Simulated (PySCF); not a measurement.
# CaO: basis, grid and Hamiltonian

Which parts of the numerical set-up matter for CaO? Each run edits the base script.

Method: each script names its method and basis; program: PySCF 2.14.0.

3 further runs of the same task are left out: 3 that didn't finish.

## (1) Where the work starts

CaO: 2 atoms, charge 0, spin multiplicity 1.

Bond lengths: Ca1–O2 2.037 Å.

## (2) Base script

File input.py:

```python
from pyscf import gto, dft

mol = gto.M(
    atom='Ca 0 0 0; O 0 0 2.037',
    basis='def2-svpd',
    charge=0,
    spin=0,
    verbose=3,
)
mf = dft.RKS(mol, xc='revtpss')
mf.kernel()
mf.analyze()
print('orbital energies (hartree):', mf.mo_energy[..., max(0, mol.nelec[1]-3):mol.nelec[0]+3].round(4))
```

Started as:

```sh
> OMP_NUM_THREADS=1 python input.py
```

The log of this run is left out.

It gives: E(SCF) = -752.407030 Eh, μ = 9.12 D.

The bond length is a typed value, not an optimised one.

## (3) Sbkjc (core potential on)

Edit 1 changes basis set: def2-svpd → sbkjc; core potential: off → on. The core potential changes with it: totals don't compare.

File input.py:

```python
from pyscf import gto, dft

mol = gto.M(
    atom='Ca 0 0 0; O 0 0 2.037',
    basis='sbkjc',
    ecp={'Ca': 'sbkjc', 'O': 'sbkjc'},
    charge=0,
    spin=0,
    verbose=3,
)
mf = dft.RKS(mol, xc='revtpss')
mf.kernel()
mf.mulliken_pop()
mf.dip_moment()
print('orbital energies (hartree):', mf.mo_energy[..., max(0, mol.nelec[1]-3):mol.nelec[0]+3].round(4))
```

Started as:

```sh
> OMP_NUM_THREADS=1 python input.py
```

## (4) Integration grid 1

Edit 2 changes integration grid: default → 1.

Edit input.py of step 2 so:

```diff
@@ -10,2 +10,3 @@
 mf = dft.RKS(mol, xc='revtpss')
+mf.grids.level = 1
 mf.kernel()
```

## (5) Integration grid 2

Edit 3 changes integration grid: default → 2.

Edit input.py of step 2 so:

```diff
@@ -10,2 +10,3 @@
 mf = dft.RKS(mol, xc='revtpss')
+mf.grids.level = 2
 mf.kernel()
```

Q: Predict the outcome of this session. Wanted: for each run, E(SCF); from base; gap; SCF dipole.

The runs gave:

```
                      run  E(SCF) (hartree)  from base (eV)  gap (eV)  SCF dipole (D)  functions
                     base       -752.407030               0      1.00            9.12         50
sbkjc (core potential on)        -16.506431  not comparable       n/a            7.15         16
       integration grid 1       -752.407132         -0.0028      1.00            9.12         50
       integration grid 2       -752.406998         +0.0009      1.00            9.12         50
```

In words: The largest comparable shift of the SCF energy, -0.003 eV, comes with the run “integration grid 1”.
